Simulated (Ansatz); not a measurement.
# H9NSi2Sn: basis-set convergence

One table from this session's results is given with a row withheld; the runs are named, their logs left out.

The runs use Ansatz 0.2.0, Gaussian basis; one geometry, several basis sets.

Plan: PBE0-D4/def2-SVP; ωB97M-V/def2-SVP; PBE0-D4/def2-QZVPP; ωB97M-V/def2-QZVPP; the functionals' def2-TZVPP values are taken from earlier runs.

### Structure used throughout

An earlier PBE0-D4 in a triple-zeta def2 set relaxation fixed the geometry. Sn takes the def2 core potential; no spin-orbit term is included.

13 atoms, charge 0, spin multiplicity 1.

Atoms are counted from 1 here; the program's logs count them from 0.

Bond lengths: N1–Si2 1.732 Å, N1–H5 1.008 Å, N1–H6 1.009 Å, Si2–Si3 2.350 Å, Si2–Sn4 2.568 Å, Si2–H7 1.491 Å, Si3–H8 1.490 Å, Si3–H9 1.491 Å, Si3–H10 1.490 Å, Sn4–H11 1.709 Å, Sn4–H12 1.712 Å, Sn4–H13 1.708 Å. Angles: Si2–N1–H5 119.0°, Si2–N1–H6 119.0°, H5–N1–H6 110.4°, N1–Si2–Si3 115.9°, N1–Si2–Sn4 107.5°, N1–Si2–H7 107.2°, Si3–Si2–Sn4 109.3°, Si3–Si2–H7 107.6°, Sn4–Si2–H7 109.1°, Si2–Si3–H8 110.0°, Si2–Si3–H9 111.5°, Si2–Si3–H10 110.7°, H8–Si3–H9 107.8°, H8–Si3–H10 108.2°, H9–Si3–H10 108.5°, Si2–Sn4–H11 111.4°, Si2–Sn4–H12 109.7°, Si2–Sn4–H13 112.2° and more.

Set-up of the first run:

The input, in.yaml:

```yaml
crystal:
  periodic: [false, false, false]
  atoms:
    - {symbol: N, position_ang: [-0.724707, 1.427978, 1.302254]}
    - {symbol: Si, position_ang: [0.382113, 0.571828, 0.282090]}
    - {symbol: Si, position_ang: [-0.089990, 0.626743, -2.018867]}
    - {symbol: Sn, position_ang: [0.439179, -1.868251, 1.079580]}
    - {symbol: H, position_ang: [-1.653096, 1.058781, 1.434977]}
    - {symbol: H, position_ang: [-0.749606, 2.435359, 1.258904]}
    - {symbol: H, position_ang: [1.728160, 1.180745, 0.481433]}
    - {symbol: H, position_ang: [-1.394487, -0.041656, -2.287746]}
    - {symbol: H, position_ang: [-0.180752, 2.025958, -2.525562]}
    - {symbol: H, position_ang: [0.965983, -0.086920, -2.790208]}
    - {symbol: H, position_ang: [1.196290, -2.882889, -0.068427]}
    - {symbol: H, position_ang: [-1.159004, -2.441622, 1.299033]}
    - {symbol: H, position_ang: [1.260119, -2.040854, 2.567440]}
basis:
  gaussian: {orbitals: def2-SVP}
hamiltonian: {xc: pbe0, dispersion: d4}
output: {orbitals: {seedname: orbitals}}
```

Steps of the session up to this table: PBE0-D4 in def2-SVP; ωB97M-V in def2-SVP; PBE0-D4 in def2-QZVPP; ωB97M-V in def2-QZVPP.

One table of the session follows, with a row left open; its other results are not shown here.

It belongs to the step «Density functionals: the series». 

| functional | basis | HOMO (eV) |
| --- | --- | --- |
| PBE0-D4 | def2-SVP | -6.75 |
| PBE0-D4 | def2-TZVPP | -6.88 |
| PBE0-D4 | def2-QZVPP | -6.90 |
| ωB97M-V | def2-SVP | -8.76 |
| ωB97M-V | def2-TZVPP | -8.90 |
| ωB97M-V | def2-QZVPP | ? |

Q: Estimate the row for ωB97M-V, def2-QZVPP from the others.

The run gave: HOMO (eV): -8.92. In the column «HOMO (eV)» it is the lowest.
